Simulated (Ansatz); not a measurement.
This script drives Ansatz's Python interface.

`sbpd.py`:
```python
# -*- coding: utf-8 -*-
from collections import Counter
import warnings

import ansatz as az
import numpy as np

PHASES = {
    "SbPd": (
        [[4.0753, 0.0, 0.0], [-2.03765, 3.529313, 0.0], [0.0, 0.0, 5.591]],
        [
            ("Sb", [1 / 3, 2 / 3, 0.25]),
            ("Sb", [2 / 3, 1 / 3, 0.75]),
            ("Pd", [0.0, 0.0, 0.0]),
            ("Pd", [0.0, 0.0, 0.5]),
        ],
    ),
    "Sb": (
        [[2.1542, 1.243728, 3.758], [-2.1542, 1.243728, 3.758], [0.0, -2.487456, 3.758]],
        [
            ("Sb", [0.23349, 0.23349, 0.23349]),
            ("Sb", [0.76651, 0.76651, 0.76651]),
        ],
    ),
    "Pd": (
        [[0.0, 1.9465, 1.9465], [1.9465, 0.0, 1.9465], [1.9465, 1.9465, 0.0]],
        [
            ("Pd", [0.0, 0.0, 0.0]),
        ],
    ),
}


def build(vectors, sites):
    crystal = az.Crystal(lattice=az.Lattice.of(vectors))
    for symbol, position in sites:
        crystal = crystal.atom(symbol, position)
    return crystal


def ground_state(name, crystal):
    calc = (
        crystal.calculation()
        .functional("pbesol")
        .scf(tolerance=1e-08)
        .basis(520)
        .kpoints(spacing=0.3)
        .occupations("fermi_dirac", width=0.05)
        .stress()
    )
    calc = calc.relax(force_tolerance=0.01, cell=True)
    return calc.run(threads=1)


def counts(outcome):
    return Counter(site.symbol for site in outcome.lattice.sites)

def formation_energy(outcome, mu):
    n = counts(outcome)
    return (outcome.report["energy_sigma0_ev"] - sum(k * mu[element] for element, k in n.items())) / sum(n.values())


def volume_per_atom(outcome):
    return abs(np.linalg.det(outcome.lattice.cell_ang)) / len(outcome.lattice.sites)


def main():
    warnings.simplefilter("ignore", az.DeckWarning)

    phases = {name: build(*cell) for name, cell in PHASES.items()}

    done = {}
    for name, crystal in phases.items():
        done[name] = ground_state(name, crystal)
        print(f"{name}: {done[name].report['energy_sigma0_ev']:.4f} eV, {len(done[name].lattice.sites)} atoms")

    references = {"Sb": "Sb", "Pd": "Pd"}
    mu = {element: done[name].report["energy_sigma0_ev"] / len(done[name].lattice.sites) for element, name in references.items()}

    target = done["SbPd"]
    heat = formation_energy(target, mu)
    rows = [(name, len(o.lattice.sites), volume_per_atom(o), formation_energy(o, mu)) for name, o in done.items()]
    print("| phase | atoms | V (A^3/atom) | E_form (eV/atom) |")
    print("| --- | --- | --- | --- |")
    for row in rows:
        print(f"| {row[0]} | {row[1]:d} | {row[2]:.3f} | {row[3]:.4f} |")


if __name__ == "__main__":
    main()
```

It is started by `python sbpd.py`. Estimate its wall time and peak memory on 1 thread of Arm Neoverse V1 (shared host).

It took about 36 s, with a peak of 0.48 GiB, for 3 runs of the engine.

```console
$ python sbpd.py
SbPd: -26631.3118 eV, 4 atoms
Sb: -12816.1879 eV, 2 atoms
Pd: -6906.6617 eV, 1 atoms
| phase | atoms | V (A^3/atom) | E_form (eV/atom) |
| --- | --- | --- | --- |
| SbPd | 4 | 20.141 | -0.4501 |
| Sb | 2 | 30.196 | 0.0000 |
| Pd | 1 | 14.543 | 0.0000 |
```

Reading the output:
- Total energies depend on the potentials; only differences at equal settings carry meaning.
- For the metals among these phases the mesh is modest: differences between phases can be off by up to 40 meV an atom.
- The program warned that this SCF threshold is loose for forces or stresses.
- The cells come from databases of deposited and of computed structures, and not all need be stable phases.
- The compound is the structure given, not necessarily its lowest; energies are at zero temperature, with no correction for gases. A semilocal functional's error on such energies is often 0.05 to 0.1 eV an atom, and 0.1 to 0.3 eV against gases such as O2 or F2.
- The script silences the warnings on its input, which a real study should read.

(A comment or docstring line of the script was reworded after the run, the code is as it ran; lines on the test bed's own set-up are left out of the output.)
